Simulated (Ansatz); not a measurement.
# InSb2: the cost of one run

Computed with Ansatz 0.2.0 (DFT PBE, scalar-relativistic, plane waves, PAW, unless a step's input says otherwise).

## Step 1: The starting structure

The structure is hexagonal, space group P6/mmm (No. 191). The conventional cell has a = 5.680 Å, b = 5.680 Å, c = 3.722 Å, α = 90.00°, β = 90.00°, γ = 120.00°. In (site symmetry 6/mmm) has 6 Sb at 3.28 Å and 2 In at 3.72 Å as nearest neighbours. Sb (site symmetry -6m2) is surrounded by 3 In at 3.28 Å and 5 Sb at 3.28 to 3.72 Å.

Structure file:

```
CELL_PARAMETERS angstrom
5.68041 0.00000 0.00000
-2.84021 4.91938 0.00000
0.00000 0.00000 3.72218
ATOMIC_POSITIONS crystal
In 0.00000 0.00000 0.50000
Sb 0.33333 0.66667 0.50000
Sb 0.66667 0.33333 0.50000
```

A structure generator made this guess: random cell by space group and Wyckoff sites (P6/mmm, No. 191). Its size is a rough estimate.

## Step 2: Probe: one point on a coarse mesh

input.yaml

```yaml
crystal:
  lattice:
    - [5.68041113, 0.0, 0.0]
    - [-2.84020556, 4.91938034, 0.0]
    - [0.0, 0.0, 3.72218309]
  atoms:
    - { symbol: In, position: [0.0, 0.0, 0.5] }
    - { symbol: Sb, position: [0.33333333, 0.66666667, 0.5] }
    - { symbol: Sb, position: [0.66666667, 0.33333333, 0.5] }
basis:
  ecutwfc: 420
kpoints:
  mp_grid: { grid: [6, 6, 6] }
hamiltonian:
  xc: pbe
scf:
  occupations: { method: gaussian, width: 0.1 }
  lower_state_search: "off"
output:
  forces: true
  stress: true
  eigenvalues: true
```

Run with:

```
$ ansatz run input.yaml --threads 1 --pin off --max-ram 2560MiB --backend cpu --events-out ev --progress --plain --runs-dir out
```

Q: Estimate wall time and peak memory on 1 thread of Arm Neoverse V2, shared host.

About 3.9 s, with a peak of 0.37 GiB.
